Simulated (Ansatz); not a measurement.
# AlGaH (doublet): wave-function methods side by side, 6-31G

How much of the correlation energy of AlGaH (doublet) does each wave-function method recover here?

The runs use Ansatz 0.2.0, Gaussian basis; 6-31G, core rule «outside noble gas», up to 19 orbitals frozen.

The runs, in order: UHF; CCSD(T) on ROHF; CCSD(T) on UHF; BCCD(T) on ROHF; CISD; CCSDT(Q) on ROHF; CCSDT(Q) on UHF; CISDTQ; CASSCF and MRCISD+Q, 7 electrons in 9 orbitals; CASSCF and NEVPT2, 7 electrons in 9 orbitals; Full CI; Full CI in the symmetry of the determinant.

15 further runs of the same task are left out: 5 that didn't finish, 10 set aside as unsound or not needed.

### Step 1. The system

The geometry is a PBE0/def2-TZVP stationary point (not a proven minimum) of the parent state, kept for this charge and spin. No spin-orbit coupling is included. The filled d shell of Ga may be among the frozen orbitals whatever the setting's name suggests; the logs give the count.

3 atoms, charge 0, spin multiplicity 2.

Atoms are counted from 1 here; the program's logs count them from 0.

Bond lengths: Al1–Ga2 2.344 Å, Al1–H3 1.582 Å. Angles: Ga2–Al1–H3 180.0°.

### Step 2. UHF

Contents of in.yaml:

```yaml
crystal:
  periodic: [false, false, false]
  atoms:
    - {symbol: Al, position_ang: [0.000000, 0.000000, 0.253900]}
    - {symbol: Ga, position_ang: [0.000000, 0.000000, -2.089700]}
    - {symbol: H, position_ang: [0.000000, 0.000000, 1.835800]}
basis:
  gaussian: {orbitals: 6-31G}
magnetization: {spin_polarized: true, initial_magnetization: 1}
hamiltonian: {xc: hf}
output: {orbitals: {seedname: orbitals}}
```

The run is started by

```console
$ ansatz run in.yaml --threads 1 --pin off --events-out ev --progress --plain --max-ram 2393MiB
```

Further steps of the session: CCSD(T) on ROHF; CCSD(T) on UHF; BCCD(T) on ROHF; CISD; CCSDT(Q) on ROHF; CCSDT(Q) on UHF; CISDTQ; CASSCF and MRCISD+Q, 7 electrons in 9 orbitals; CASSCF and NEVPT2, 7 electrons in 9 orbitals; Full CI; Full CI in the symmetry of the determinant.

Before running them: what should the planned runs give, taken together? Wanted: FCI below the RHF energy; RMP2 from FCI; UMP2 from FCI; RCCSD from FCI; RCCSD(T) from FCI; UCCSD(T) from FCI; RCCSDT(Q) from FCI; UCCSDT(Q) from FCI; NEVPT2 valence from FCI.

The runs gave:

| quantity | value |
| --- | --- |
| FCI below the RHF energy | -2.2217 eV |
| RMP2 from FCI | +752.4 meV |
| UMP2 from FCI | +803.2 meV |
| RCCSD from FCI | +75.2 meV |
| RCCSD(T) from FCI | +26.4 meV |
| UCCSD(T) from FCI | +36.6 meV |
| RCCSDT(Q) from FCI | +1.2 meV |
| UCCSDT(Q) from FCI | +4.7 meV |
| NEVPT2 valence from FCI | +168.3 meV |
| MRCISD+Q valence from FCI | +3.3 meV |
| levels within 1 kcal/mol (43 meV) | RCCSD(T), UCCSD(T), BCCD(T), RCCSDT, UCCSDT, RCCSDT(Q), UCCSDT(Q), MRCISD valence, MRCISD+Q valence |
| T1 diagnostic | 0.022 |
| effectively unpaired electrons | 1.11 |

RCCSD(T) misses by +26.4 meV, 1.2 % of the correlation energy. One determinant dominates. Of the multireference levels listed MRCISD+Q valence comes nearest in total energy (+3.3 meV), which doesn't show that its space is the better one. These misses are within one basis, not against nature; the frozen cores of restricted and unrestricted runs differ, which can shift their rows.
